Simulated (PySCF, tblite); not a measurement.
# C5H14BN: geometry, infrared bands and NMR shifts

Aim: predict the infrared bands and NMR shifts of C5H14BN (`[BH3-][N@+]1(C)C[C@@H](C)C1`).

The runs use tblite 0.8.0 and PySCF 2.14.0, with density-fitted response routines of our own; the level of theory stands in each step. All values are computed, except where a source is named. Atoms are numbered from 0 throughout.

### Step 1. Starting geometry

21 atoms, charge 0, multiplicity 1; geometry from: force field or distance geometry start.

Bonds of the start (Å): B0–N1 1.55, N1–C2 1.48, N1–C3 1.48, C3–C4 1.54, C4–C5 1.52, C4–C6 1.52, C6–N1 1.48, B0–H7 1.19, B0–H8 1.20, B0–H9 1.20, C2–H10 1.12, C2–H11 1.10, C2–H12 1.12, C3–H13 1.11, C3–H14 1.12, C4–H15 1.11, C5–H16 1.11, C5–H17 1.11, C5–H18 1.11, C6–H19 1.13, C6–H20 1.11.

### Step 2. Optimising the geometry with GFN2-xTB

What the job is given:

```
{"job": {"kind": "relax", "xc": "GFN2-xTB", "basis": "xTB"}, "charge": 0, "multiplicity": 1}
B     -1.793400    -0.248100    -1.304400
N     -0.783100     0.033600    -0.169500
C     -1.419200     0.507100     1.079700
C      0.365600     0.877300    -0.579300
C      1.369200    -0.257200    -0.325600
C      2.354400     0.018900     0.799500
C      0.160600    -1.084300     0.079600
H     -1.239500    -0.627700    -2.282300
H     -2.580000    -1.079700    -0.958100
H     -2.395900     0.755100    -1.567300
H     -2.155400    -0.246600     1.452500
H     -0.688000     0.698200     1.883600
H     -1.977500     1.463200     0.893900
H      0.349900     1.172100    -1.646300
H      0.526000     1.764100     0.089200
H      1.845800    -0.617600    -1.256900
H      1.841500     0.383100     1.719600
H      3.088600     0.784400     0.477700
H      2.909800    -0.909500     1.052600
H      0.199700    -1.416800     1.154000
H      0.012100    -1.952600    -0.592700
```

Command:

```console
$ OMP_NUM_THREADS=1 python probes_run.py task.json out
```

The driver reads the jobs from task.json and runs them one after another.

**Question.** This job is followed by: GFN2-xTB harmonic vibrations, gas phase; GIAO PBE0/pcSseg-1 NMR shielding, non-relativistic, gas phase. What will the session give for the following? strongest single infrared mode (GFN2-xTB); zero-point energy (GFN2-xTB); ¹³C shifts against TMS (PBE0/pcSseg-1, means over atoms taken as alike); ¹H shifts against TMS (PBE0/pcSseg-1, means over atoms taken as alike); ¹¹B shifts against BF3·OEt2 (PBE0/pcSseg-1); ¹⁵N shifts against NH3 (PBE0/pcSseg-1).

As calculated:

```
                                                               quantity                                   value
                              strongest single infrared mode (GFN2-xTB)                   2424 cm⁻¹, 323 km/mol
                                           zero-point energy (GFN2-xTB)                          116.8 kcal/mol
¹³C shifts against TMS (PBE0/pcSseg-1, means over atoms taken as alike)              68.6, 55.6, 22.7, 22.4 ppm
 ¹H shifts against TMS (PBE0/pcSseg-1, means over atoms taken as alike)  3.95, 2.81, 2.74, 2.62, 2.13, 1.13 ppm
                            ¹¹B shifts against BF3·OEt2 (PBE0/pcSseg-1)                               -13.8 ppm
                                 ¹⁵N shifts against NH3 (PBE0/pcSseg-1)                                51.1 ppm
```

Over 59 steps the energy fell by 0.309 eV; of the close pairs, B0–N1 changed most, 1.545 to 1.636 Å. No mode is imaginary among the 57: a minimum at this level. GFN2-xTB is a fitted tight-binding method: band positions and strengths are rough. Its intensities can rank the bands wrongly. At PBE0/pcSseg-1: The largest span, 84 ppm, is at C2, where the paramagnetic term is -116 ppm.
